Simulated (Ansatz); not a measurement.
# CH4ClFMgO: the cost of one run

Program: Ansatz 0.2.0. Level of theory: RKS B3LYP-D4/def2-SVP. These are calculated values, not measurements.

**1. Starting point**

Bond lengths: Mg1–O2 2.417 Å, O2–C3 1.395 Å, Mg1–Cl4 2.124 Å, Mg1–F6 2.347 Å, C3–H7 1.100 Å, C3–H8 1.099 Å, C3–H9 1.095 Å. Angles: Mg1–O2–C3 132.0°, O2–Mg1–Cl4 140.8°, O2–Mg1–F6 61.5°, Cl4–Mg1–F6 130.1°, O2–C3–H7 108.3°, O2–C3–H8 112.5°, O2–C3–H9 109.9°, H7–C3–H8 108.5°, H7–C3–H9 108.4°, H8–C3–H9 109.2°.

Structure file:

```xyz
9

Mg   -1.3823    0.6053   -1.4995
O     0.7100    0.0662   -0.4173
C     1.0149   -0.7577    0.6658
Cl   -3.3292   -0.1860   -1.8060
H     0.2173    1.1573    0.0130
F    -0.5811    2.0469    0.1698
H     1.9288   -0.3751    1.1441
H     0.2119   -0.7806    1.4151
H     1.2097   -1.7763    0.3150
```

**2. A restrained relaxation towards end A**

Springs on the bonds that form and break draw the guess towards this end; the thresholds are loose.

input.yaml

```yaml
crystal:
  periodic: [false, false, false]
  atoms:
    - { symbol: Mg, position_ang: [-1.3823, 0.6053, -1.4995] }
    - { symbol: O, position_ang: [0.71, 0.0662, -0.4173] }
    - { symbol: C, position_ang: [1.0149, -0.7577, 0.6658] }
    - { symbol: Cl, position_ang: [-3.3292, -0.186, -1.806] }
    - { symbol: H, position_ang: [0.2173, 1.1573, 0.013] }
    - { symbol: F, position_ang: [-0.5811, 2.0469, 0.1698] }
    - { symbol: H, position_ang: [1.9288, -0.3751, 1.1441] }
    - { symbol: H, position_ang: [0.2119, -0.7806, 1.4151] }
    - { symbol: H, position_ang: [1.2097, -1.7763, 0.315] }
basis:
  gaussian: { orbitals: def2-SVP }
hamiltonian:
  xc: b3lyp
  dispersion: d4
relax:
  f_tol: 0.15
  max_steps: 25
  restrain:
    - { distance: [0, 5], at: 3.28, k: 30.0 }
    - { distance: [4, 1], at: 2.27, k: 30.0 }
    - { distance: [0, 1], at: 2.07, k: 30.0 }
    - { distance: [4, 5], at: 0.88, k: 30.0 }
```

On the command line:

```
$ ansatz run input.yaml --threads 2 --pin off --max-ram 3072MiB --backend cpu --events-out ev --progress --plain --runs-dir out
```

What time and memory should one allow on 2 threads of Intel Xeon Platinum 8488C (Sapphire Rapids), shared host?

About 34 s, with a peak of 0.22 GiB.
